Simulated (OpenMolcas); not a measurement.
**C3H9Al (trimethylaluminium (TMA)), step by step**

We compute the energy (HF/ANO-R0), then the energy (CASSCF(2,2)/ANO-R1), then the energy along one coordinate (CASPT2(2,2)/ANO-R1), then the energy along one coordinate (SC-NEVPT2(2,2)/ANO-R1), then an energy scan (MC-PDFT[tPBE](2,2)/ANO-R1) of C3H9Al (trimethylaluminium (TMA)). 

Program for the calculation: OpenMolcas 26.06.

## (1) The molecule

C3H9Al: 13 atoms, total charge 0, spin state singlet. As SMILES, `[CH3][Al]([CH3])[CH3]`. The shape is that of a PBE0-D4/def2-TZVP optimisation.

Bond lengths: C1–Al2 1.959 Å, Al2–C3 1.959 Å, Al2–C4 1.959 Å, C1–H5 1.094 Å, C1–H6 1.097 Å, C1–H7 1.094 Å, C3–H8 1.094 Å, C3–H9 1.094 Å, C3–H10 1.097 Å, C4–H11 1.094 Å, C4–H12 1.097 Å, C4–H13 1.094 Å. Some angles: C1–Al2–C3 120.0°, C1–Al2–C4 119.9°, C3–Al2–C4 120.0°, Al2–C1–H5 112.7°, Al2–C1–H6 109.9°, Al2–C1–H7 112.7°, Al2–C3–H8 112.6°, Al2–C3–H9 112.7°, Al2–C3–H10 109.9°, Al2–C4–H11 112.7°.

## (2) A single-point energy at HF/ANO-R0 (sfX2C) (run 1)

Contents of struct.xyz:

```xyz
13

C     -0.494100     1.704120    -0.827550
Al     0.040170    -0.003580    -0.030910
C      1.221370    -0.027200     1.531300
C     -0.686290    -1.680610    -0.735260
H      0.263360     2.483150    -0.703080
H     -1.405360     2.074820    -0.341540
H     -0.723910     1.618210    -1.893400
H      1.916950     0.816720     1.546080
H      1.802660    -0.950480     1.607140
H      0.626840     0.043510     2.450840
H     -0.909840    -1.626780    -1.804530
H     -1.631190    -1.919800    -0.231290
H     -0.020650    -2.532080    -0.567790
```

Contents of step1.input:

```
* C3H9Al Hartree-Fock
&GATEWAY
Coord=struct.xyz
Basis=ANO-R0
Group=NoSym
&SEWARD
&SCF
PrOrbitals=0
&LOCALISATION
Occupied
Freeze
Pipek-Mezey
&LOCALISATION
FileOrb=$Project.LocOrb
Virtual
Pipek-Mezey
```

Launch:

```sh
export MOLCAS_MEM=1860
pymolcas step1.input > step1.log
```

What it wrote:

```text
--- Start Module: gateway ---
[...]
--- Stop Module: gateway /rc=_RC_ALL_IS_WELL_ ---
[...]
      Basis functions           33
[...]
       Convergence after  10 Iterations
[...]
::    Total SCF energy                               -360.5733497636
[...]
      Total spin, S                                     0.0000000000
[...]
      Total electronic charge=   40.000000
      Total            charge=   -0.000000
[...]
      Dipole Moment (debye):
      Origin of the operator (angstrom)=    0.0207   -0.0019   -0.0159
                   X=  8.6712E-02               Y= -7.2176E-03               Z= -6.7244E-02           Total=  1.0997E-01
      Quadrupole Moment (debye*angstrom):
[...]
--- Start Module: localisation ---
[...]
--- Stop Module: localisation /rc=_RC_ALL_IS_WELL_ ---
--- Start Module: localisation ---
[...]
--- Stop Module: localisation /rc=_RC_ALL_IS_WELL_ ---
[...]
```

Run time: 2.4 s. Hardware: 1 thread of Intel Xeon 6975P-C (Granite Rapids), shared host; peak memory 0.38 GiB.

## (3) A single-point energy at CASSCF(2,2)/ANO-R1 (sfX2C, RICD fitting) (run 2)

struct.xyz is that of step 2.

Contents of step2.inp:

```
>>> EXPORT MOLCAS_PRINT=2

&GATEWAY
 Coord=struct.xyz
 Basis=ANO-R0
 Group=NoSym

&SEWARD

&RASSCF
 FileOrb=$CurrDir/step1.LocOrb
 Alter=1
 1 21 32
 Spin=1
 Nactel=2 0 0
 Inactive=19
 Ras2=2
 OrbListing=Nothing
>>> COPY $Project.RunFile RUNFIL1
>>> COPY $Project.RasOrb INPORB

&GATEWAY
 Coord=struct.xyz
 Basis=ANO-R1
 Group=NoSym
 RICD

&SEWARD
>>> COPY $Project.RunFile RUNFIL2

&EXPBAS

&RASSCF
 FileOrb=$Project.ExpOrb
 Spin=1
 Nactel=2 0 0
 Inactive=19
 Ras2=2
 OrbListing=Nothing
 OrbAppear=Compact
```

Launch:

```sh
export MOLCAS_MEM=1860
pymolcas step2.inp > step2.log
```

What it wrote:

```text
--- Start Module: gateway ---
[...]
      Basis functions           33
[...]
      Number of active orbitals                  2
[...]
      Spin quantum number                      0.0
[...]
      Active orbitals                            2
[...]
      Number of CSFs                             3
[...]
      Number of root(s) required                 1
[...]
      Convergence after 11 iterations
[...]
      printout of CI-coefficients larger than  0.05 for root  1
      energy=    -360.583799
      conf/sym  11     Coeff  Weight
             1  20   0.99522 0.99047
             3  02  -0.09762 0.00953
      Natural orbitals and occupation numbers for root  1
      sym 1:   1.980941   0.019059
      ************************************************************************************************************************
      *                                                    Final results                                                     *
[...]
::    RASSCF root number  1 Total energy:   -360.58379930
[...]
      Basis functions          105
[...]
      Convergence after 12 iterations
[...]
      Natural orbitals and occupation numbers for root  1
      sym 1:   1.981194   0.018806
      ************************************************************************************************************************
      *                                                    Final results                                                     *
[...]
::    RASSCF root number  1 Total energy:   -361.29079355
[...]
      Total electronic charge=   40.000000
      Total            charge=   -0.000000
[...]
      Dipole Moment (debye):
      Origin of the operator (angstrom)=    0.0207   -0.0019   -0.0159
                   X= -2.9835E-02               Y=  1.0795E-01               Z= -5.3614E-02           Total=  1.2417E-01
      Quadrupole Moment (debye*angstrom):
[...]
```

Wall time 8.1 s (1 thread of Intel Xeon 6975P-C (Granite Rapids), shared host); peak memory 0.38 GiB.

## (4) The energy along one coordinate at CASPT2(2,2)/ANO-R1 (sfX2C, RICD fitting, ipea shift 0.25 Eh, pt2 variant SS) (run 3)

Contents of step3.input:

```
>>> COPY $CurrDir/step2.RasOrb $Project.RasOrb
>>> ForEach K in (1, 2, 3, 4, 5, 6, 7, 8, 9)
&GATEWAY
Coord
$CurrDir/point$K.xyz
Basis
ANO-R1
Group
NoSym
RICD
&SEWARD
&RASSCF
FileOrb
$Project.RasOrb
Spin
1
Nactel
2 0 0
Inactive
19
Ras2
2
OrbListing
Nothing
OrbAppear
Compact
&CASPT2
Imaginary
0.2
Frozen
8
>>> EndDo
```

Launch:

```sh
export MOLCAS_MEM=1860
pymolcas step3.input > step3.log
```

What it wrote:

```text
[...]
      Basis functions          105
[...]
      Number of active orbitals                  2
[...]
      Spin quantum number                      0.0
[...]
      Active orbitals                            2
[...]
      Number of CSFs                             3
[...]
      Number of root(s) required                 1
[...]
      Convergence after 13 iterations
[...]
      printout of CI-coefficients larger than  0.05 for root  1
      energy=    -361.272480
      conf/sym  11     Coeff  Weight
             1  20   0.99656 0.99313
             3  02  -0.08288 0.00687
      Natural orbitals and occupation numbers for root  1
      sym 1:   1.986261   0.013739
      ************************************************************************************************************************
      *                                                    Final results                                                     *
[...]
::    RASSCF root number  1 Total energy:   -361.27247951
[...]
::    CASPT2 Root  1     Total energy:   -361.77782123
[...]
      Convergence after 12 iterations
[...]
      Natural orbitals and occupation numbers for root  1
      sym 1:   1.981182   0.018818
      ************************************************************************************************************************
      *                                                    Final results                                                     *
[...]
      Convergence after 11 iterations
[...]
      Convergence after 12 iterations
[...]
      Convergence after 10 iterations
[...]
::    RASSCF root number  1 Total energy:   -361.16995221
[...]
::    CASPT2 Root  1     Total energy:   -361.65358045
[...]
      Convergence after  9 iterations
[...]
::    RASSCF root number  1 Total energy:   -361.16851538
[...]
      Reference weight:           0.84861
[...]
::    CASPT2 Root  1     Total energy:   -361.65123946
[...]
```

It took 58 s on 1 thread of Intel Xeon 6975P-C (Granite Rapids), shared host; peak memory 0.086 GiB.

The scan, from its lowest point:

| Al2–C1 (Å) | energy (kJ/mol) |
| --- | --- |
| 1.763 | 41.6 |
| 1.959 | 0.0 |
| 2.155 | 16.4 |
| 2.448 | 82.1 |
| 2.840 | 181.6 |
| 3.330 | 278.2 |
| 3.917 | 341.0 |
| 4.701 | 367.8 |
| 5.876 | 373.9 |

## (5) An energy scan at SC-NEVPT2(2,2)/ANO-R1 (sfX2C, RICD fitting, pt2 variant SC-NEVPT2) (run 4)

Contents of step4.input:

```
>>> EXPORT MOLCAS_PRINT=2
>>> COPY $CurrDir/step2.RasOrb $Project.RasOrb
>>> ForEach K in (1, 2, 3, 4, 5, 6, 7, 8, 9)
&GATEWAY
Coord=$CurrDir/point$K.xyz
Basis=ANO-R1
Group=NoSym
RICD
&SEWARD
&RASSCF
FileOrb=$Project.RasOrb
Spin=1
Nactel=2 0 0
Inactive=19
Ras2=2
OrbListing=Nothing
OrbAppear=Compact
&CASPT2
SC-NEVPT2
Frozen=8
>>> EndDo
```

Launch:

```sh
export MOLCAS_MEM=1860
pymolcas step4.input > step4.log
```

What it wrote:

```text
--- Start Module: gateway ---
[...]
      Basis functions          105
[...]
      Number of active orbitals                  2
[...]
      Spin quantum number                      0.0
[...]
      Active orbitals                            2
[...]
      Number of CSFs                             3
[...]
      Number of root(s) required                 1
[...]
      Convergence after 13 iterations
[...]
      printout of CI-coefficients larger than  0.05 for root  1
      energy=    -361.272480
      conf/sym  11     Coeff  Weight
             1  20   0.99656 0.99313
             3  02  -0.08288 0.00687
      Natural orbitals and occupation numbers for root  1
      sym 1:   1.986261   0.013739
      ************************************************************************************************************************
      *                                                    Final results                                                     *
[...]
::    RASSCF root number  1 Total energy:   -361.27247951
[...]
::    SC-NEVPT2 Root  1     Total energy:   -361.77458375
[...]
      Convergence after 12 iterations
[...]
      Natural orbitals and occupation numbers for root  1
      sym 1:   1.981182   0.018818
      ************************************************************************************************************************
      *                                                    Final results                                                     *
[...]
      Convergence after 11 iterations
[...]
      Convergence after 12 iterations
[...]
      Convergence after 10 iterations
[...]
::    RASSCF root number  1 Total energy:   -361.16995221
[...]
::    SC-NEVPT2 Root  1     Total energy:   -361.65080058
[...]
      Convergence after  9 iterations
[...]
::    RASSCF root number  1 Total energy:   -361.16851538
[...]
::    SC-NEVPT2 Root  1     Total energy:   -361.64865432
[...]
```

Run time: 55 s. Hardware: 1 thread of Intel Xeon 6975P-C (Granite Rapids), shared host; peak memory 0.086 GiB.

The scan, from its lowest point:

| Al2–C1 (Å) | energy (kJ/mol) |
| --- | --- |
| 1.763 | 42.9 |
| 1.959 | 0.0 |
| 2.155 | 14.8 |
| 2.448 | 78.7 |
| 2.840 | 178.4 |
| 3.330 | 277.5 |
| 3.917 | 341.6 |
| 4.701 | 367.9 |
| 5.876 | 373.5 |

## (6) The energy along one coordinate at MC-PDFT[tPBE](2,2)/ANO-R1 (sfX2C, RICD fitting) (run 5)

Contents of step5.input:

```
* C3H9Al MC-PDFT
>>> COPY $CurrDir/step2.RasOrb $Project.RasOrb
>>> ForEach K in (1, 2, 3, 4, 5, 6, 7, 8, 9)

&GATEWAY
 Coord=$CurrDir/point$K.xyz
 Basis=ANO-R1
 Group=NoSym
 RICD

&SEWARD

&RASSCF
 FileOrb=$Project.RasOrb
 Spin=1
 Nactel=2 0 0
 Inactive=19
 Ras2=2
 OrbListing=Nothing
 OrbAppear=Compact

&MCPDFT
 KSDFT=T:PBE
>>> EndDo
```

Launch:

```sh
export MOLCAS_MEM=1860
pymolcas step5.input > step5.log
```

What it wrote:

```text
--- Start Module: gateway ---
[...]
      Basis functions          105
[...]
      Number of active orbitals                  2
[...]
      Spin quantum number                      0.0
[...]
      Active orbitals                            2
[...]
      Number of CSFs                             3
[...]
      Number of root(s) required                 1
[...]
      Convergence after 13 iterations
[...]
      printout of CI-coefficients larger than  0.05 for root  1
      energy=    -361.272480
      conf/sym  11     Coeff  Weight
             1  20   0.99656 0.99313
             3  02  -0.08288 0.00687
      Natural orbitals and occupation numbers for root  1
      sym 1:   1.986261   0.013739
      ************************************************************************************************************************
      *                                                    Final results                                                     *
[...]
::    RASSCF root number  1 Total energy:   -361.27247951
[...]
::    MCPDFT root number  1 Total energy:   -362.33221369
[...]
      Convergence after 12 iterations
[...]
      Natural orbitals and occupation numbers for root  1
      sym 1:   1.981182   0.018818
      ************************************************************************************************************************
      *                                                    Final results                                                     *
[...]
      Convergence after 11 iterations
[...]
      Convergence after 12 iterations
[...]
      Convergence after 10 iterations
[...]
::    RASSCF root number  1 Total energy:   -361.16995221
[...]
::    MCPDFT root number  1 Total energy:   -362.19875264
[...]
      Convergence after  9 iterations
[...]
::    RASSCF root number  1 Total energy:   -361.16851538
[...]
::    MCPDFT root number  1 Total energy:   -362.19653406
[...]
```

Run time: 64 s. Hardware: 1 thread of Intel Xeon 6975P-C (Granite Rapids), shared host; peak memory 0.086 GiB.

The scan, from its lowest point:

| Al2–C1 (Å) | energy (kJ/mol) |
| --- | --- |
| 1.763 | 39.3 |
| 1.959 | 0.0 |
| 2.155 | 16.9 |
| 2.448 | 82.4 |
| 2.840 | 183.2 |
| 3.330 | 286.5 |
| 3.917 | 358.5 |
| 4.701 | 389.7 |
| 5.876 | 395.5 |

## (7) Results

| quantity | value |
| --- | --- |
| run 1, HF/ANO-R0: total energy | -360.57335 Eh |
| run 1, HF/ANO-R0: dipole moment | 0.11 D |
| run 1, HF/ANO-R0: HOMO energy | -12.42 eV |
| run 1, HF/ANO-R0: LUMO energy | 1.61 eV |
| run 1, HF/ANO-R0: HOMO–LUMO gap | 14.03 eV |
| run 2, CASSCF(2,2)/ANO-R1: total energy | -361.29079 Eh |
| run 2, CASSCF(2,2)/ANO-R1: dipole moment (CASSCF density) | 0.12 D |
| run 3, CASPT2(2,2)/ANO-R1: lowest energy of the scan | -361.79366 Eh |
| run 4, SC-NEVPT2(2,2)/ANO-R1: lowest energy of the scan | -361.79091 Eh |
| run 5, MC-PDFT[tPBE](2,2)/ANO-R1: lowest energy of the scan | -362.34719 Eh |

What this shows: Mulliken charges (run 2, CASSCF(2,2)/ANO-R1) run from -0.61 on C3 to +0.98 on Al2.
